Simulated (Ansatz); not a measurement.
# SnTe: a relaxation

Wanted: a converged relaxation for SnTe, and a check of what comes out. The structure is shown as the input types it.

The COD entry's cell or inner coordinates are ideal or old and differ from later refinements, so a difference from it is no clean test against experiment.

Computed with Ansatz 0.2.0 (DFT, PBEsol, PAW with Ansatz's default frozen-core files, scalar-relativistic; relaxation of cell and atoms, unless a step's input says otherwise).

## 1. Starting point

The structure is cubic, space group Fm-3m (No. 225). Conventional cell: a = 6.302 Å, b = 6.302 Å, c = 6.302 Å, α = 90.00°, β = 90.00°, γ = 90.00°. Sn (site symmetry m-3m) is surrounded by 6 Te at 3.15 Å. Te (site symmetry m-3m) is surrounded by 6 Sn at 3.15 Å.

The input asks for a charge of -6 e on the cell.

As a file:

```
CELL_PARAMETERS angstrom
0.00000 3.15085 3.15085
3.15085 0.00000 3.15085
3.15085 3.15085 0.00000
ATOMIC_POSITIONS crystal
Sn 0.00000 0.00000 0.00000
Te 0.50000 0.50000 0.50000
```

## 2. The run

Input file input.yaml:

```yaml
crystal:
  lattice:
    - [0.0, 3.15085, 3.15085]
    - [3.15085, 0.0, 3.15085]
    - [3.15085, 3.15085, 0.0]
  atoms:
    - { symbol: Sn, position: [0.0, 0.0, 0.0] }
    - { symbol: Te, position: [0.5, 0.5, 0.5] }
kpoints:
  mp_grid: { grid: [10, 10, 10] }
scf:
  occupations: { method: fixed }
  max_iter: 50
hamiltonian:
  xc: pbesol
  pseudopotentials: { kind: paw }
relax:
  f_tol: 0.002
  max_steps: 80
  cell: {}
output:
  forces: true
  stress: true
total_charge: -6
```

On the command line:

```console
$ ansatz run input.yaml --threads 1 --pin off --max-ram 3072MiB --backend cpu --events-out ev --progress --plain --runs-dir out
```

**Question.** How will this run end, and is anything wrong with its input?

The program finished normally, with warnings (band overlap at count, forces off the residual converged image, metallic iterate). Its log warns: «a fill by count may have filled part of one level: at k-index 22 the highest filled band, 5.707105 eV, and the lowest empty band, 5.707105 eV, stand 3.553e-15 eV apart ...»

The suspect setting: total_charge is -6. With this charge the calculation describes a differently charged system.

To check: delete total_charge (the default then holds).
